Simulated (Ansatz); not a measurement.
# FGe2H5O: the cost of one run

Program: the Python package of Ansatz 0.2.0. The levels of theory stand in the script. These are calculated values, not measurements.

### 1 The system

Bond lengths: O1–Ge2 1.728 Å, Ge2–Ge3 2.403 Å, Ge3–F4 1.808 Å, O1–H5 1.025 Å, Ge2–H6 1.553 Å, Ge2–H7 1.579 Å, Ge3–H8 1.483 Å, Ge3–H9 1.497 Å. Angles: O1–Ge2–Ge3 108.9°, O1–Ge2–H6 109.8°, O1–Ge2–H7 108.7°, Ge3–Ge2–H6 110.2°, Ge3–Ge2–H7 110.3°, H6–Ge2–H7 108.9°, Ge2–O1–H5 106.8°, Ge2–Ge3–F4 106.5°, Ge2–Ge3–H8 109.1°, Ge2–Ge3–H9 108.7°, F4–Ge3–H8 112.2°, F4–Ge3–H9 108.0°, H8–Ge3–H9 112.2°.

The script holds or builds the structure itself.

### 2 The script

Input file fge2h5o_methods.py:

```python
# -*- coding: utf-8 -*-
import ansatz as az

GEOMETRY = """
O    -0.19640    2.00820   -0.68910
Ge    0.60090    0.81880    0.27900
Ge   -0.35250   -1.33650   -0.19220
F     0.58480   -2.53570    0.78430
H    -1.18960    1.97790   -0.43650
H     0.43010    1.16410    1.78370
H     2.13900    0.82630   -0.07600
H    -1.78990   -1.32050    0.17040
H    -0.13790   -1.64890   -1.64070
"""

mol = az.Crystal.molecule()
for line in GEOMETRY.strip().splitlines():
    symbol, *xyz = line.split()
    mol = mol.atom(symbol, [float(v) for v in xyz])

calculation = mol.calculation().basis(gaussian="def2-SVP")

methods = ["mp2", "ccsd", "ccsd_t"]
reports = [calculation.correlation(m).run(threads=1, backend="cpu").report for m in methods]
print(f"Hartree-Fock reference {reports[0]['reference_energy_ev'] / 27.211386246:.6f} Ha")
best = reports[-1]["free_energy_ev"] - reports[-1]["reference_energy_ev"]
for method, each in zip(methods, reports):
    gained = each["free_energy_ev"] - each["reference_energy_ev"]
    print(f"{method:8s} total {each['free_energy_ev'] / 27.211386246:.6f} Ha  correlation {gained:9.4f} eV  ({100 * gained / best:.1f} % of the last)")
```

### 3 Running it

Launch:

```sh
python fge2h5o_methods.py
```

Q: Estimate wall time and peak memory on 1 thread of Arm Neoverse V1, shared host.

About 77 s, with a peak of 0.67 GiB.
